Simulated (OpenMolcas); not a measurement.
# Pd²⁺ among point charges: CASSCF and CASPT2 levels and susceptibility

Aim: the splitting of the states of Pd²⁺ in the field of 6 point charges, its lowest levels with spin-orbit coupling and its magnetic susceptibility.

Method: state-averaged CASSCF and CASPT2, spin-orbit coupling by RASSI with atomic mean-field integrals. Code: OpenMolcas 26.06.

### 1 The atom as given

```
Species                           : Pd²⁺ (palladium, Z = 46, 44 electrons)
Basis                             : ANO-RCC-VDZP [6s5p3d1f], 43 functions
Scalar Hamiltonian                : DKH2, point nucleus
Inactive shells                   : 1s 2s 2p 3s 3p 3d 4s 4p
Active space                      : 8 electrons in 5 orbitals (4d)
Some configurations of this space : 4d8
Orbitals                          : optimised for each spin and parity, averaged over all roots
```

Outer shells as boxes (Hund's rule):

4d8
```
4d [↑↓][↑↓][↑↓][↑ ][↑ ]
```

The ion sits among 6 point charges of -1 e arranged as a trigonal prism (D3h), 1.83 Å from the ion, with a polar angle of 62.4° against the regular 49.1°.

The work runs as a chain of OpenMolcas steps in one folder; each step below is one input file. Labels, J, g values, rates, χT and fits are worked out afterwards by a script from the matrices that RASSI stores.

### 2 One- and two-electron integrals

Contents of a.inp:

```
&GATEWAY
Coord
1

Pd 0.0 0.0 0.0
Basis=ANO-RCC-VDZP
Group=NoSym
NoMove
AngMom=0.0 0.0 0.0
AMFI
XField
6 Angstrom 0
1.621116 0.000000 0.849049 -1.000000
-0.810558 1.403927 0.849049 -1.000000
-0.810558 -1.403927 0.849049 -1.000000
1.621116 0.000000 -0.849049 -1.000000
-0.810558 1.403927 -0.849049 -1.000000
-0.810558 -1.403927 -0.849049 -1.000000
&SEWARD
```

Launch:

```bash
> OMP_NUM_THREADS=1 MOLCAS_MEM=1689 MOLCAS_PROJECT=a pymolcas a.inp > a.log
```

### 3 CASSCF: triplets, 10 roots

Contents of a.inp:

```
&RASSCF
FileOrb=start.orb
Symmetry=1
Spin=3
nActEl=8 0 0
Inactive=18
Ras2=5
CIRoot=10 10 1
SDav=10
CIMx=300
Iter=120 100
PrWF=0.3
OrbListing=Nothing
MaxOrb=0
>>> COPY $Project.JobIph JOB001
```

start.orb holds the contracted functions of the basis, ordered by shell, or the orbitals of the step before.

### 4 CASSCF: singlets, 15 roots

Contents of a.inp:

```
&RASSCF
FileOrb=start.orb
Symmetry=1
Spin=1
nActEl=8 0 0
Inactive=18
Ras2=5
CIRoot=15 15 1
SDav=15
CIMx=300
Iter=120 100
PrWF=0.3
OrbListing=Nothing
MaxOrb=0
>>> COPY $Project.JobIph JOB002
```

### 5 RASSI: spin-orbit coupling between the states

Contents of a.inp:

```
&RASSI
NrOfJobIphs=2 10 15
1 2 3 4 5 6 7 8 9 10
1 2 3 4 5 6 7 8 9 10 11 12 13 14 15
IphNames
JOB001
JOB002
EJob
SpinOrbit
DIPRint=1.0
SOCoupling=1000.0
Subsets=2
Property=9
'ANGMOM' 1 'ANGMOM' 2 'ANGMOM' 3 'MLTPL  1' 1 'MLTPL  1' 2 'MLTPL  1' 3
'AMFI' 1 'AMFI' 2 'AMFI' 3
SOProperty=3
'ANGMOM' 1 'ANGMOM' 2 'ANGMOM' 3
```

### 6 CASPT2: IPEA 0.25, imaginary shift 0.1 (closed shells correlated: 4s 4p)

Contents of a.inp:

```
>>> COPY JOB001 $Project.JobIph
&CASPT2
Multistate=10 1 2 3 4 5 6 7 8 9 10
NoMult
Frozen=14
IPEA=0.25
Imaginary=0.1
MaxIter=60
WThr=0.0 0.3 0.05
PrWF=0.5
NoMix
>>> COPY JOB002 $Project.JobIph
&CASPT2
Multistate=15 1 2 3 4 5 6 7 8 9 10 11 12 13 14 15
NoMult
Frozen=14
IPEA=0.25
Imaginary=0.1
MaxIter=60
WThr=0.0 0.3 0.05
PrWF=0.5
NoMix
```

(Steps that only read results are left out.)

**Question.** What will these runs give? Wanted: spin-free ground state; first state of the same spin within the active space; lowest level; next level.

The runs gave:

| quantity | value |
| --- | --- |
| method | SS-CASPT2, IPEA 0.25, imaginary shift 0.1 (closed shells correlated: 4s 4p) |
| spin-free ground state | 3A1, 1-fold in its orbital part |
| first state of the same spin within the active space | 3A2 at 24.7 cm⁻¹ |
| lowest level | 2-fold E, g = 0.00, 0.00, 9.94 |
| next level | 1661.6 cm⁻¹ |
| χT at 300 K | 3.23 cm³ K/mol |
| effective moment at 300 K | 5.08 μB |

Cost by method:

```csv
method,time of its own steps,time with the reference
A. CASSCF,4.5 s,4.5 s
"B. SS-CASPT2, IPEA 0.25, imaginary shift 0.1, +4s 4p",1.8 s,6.2 s
```

Times are of one thread on a shared host.

What this shows: The spin-free ground state (3A1) comes to 100 % from free-ion F terms and keeps the highest spin of the shell. χT at 300 K is 3.23, against 1.00 cm³ K/mol for the spin alone, so orbital moment adds to it. CASPT2 does not keep the components of a term degenerate, and the means are used. The field of point charges can differ much from that of real complexes. This is an electrostatic model: the charges have no orbitals.
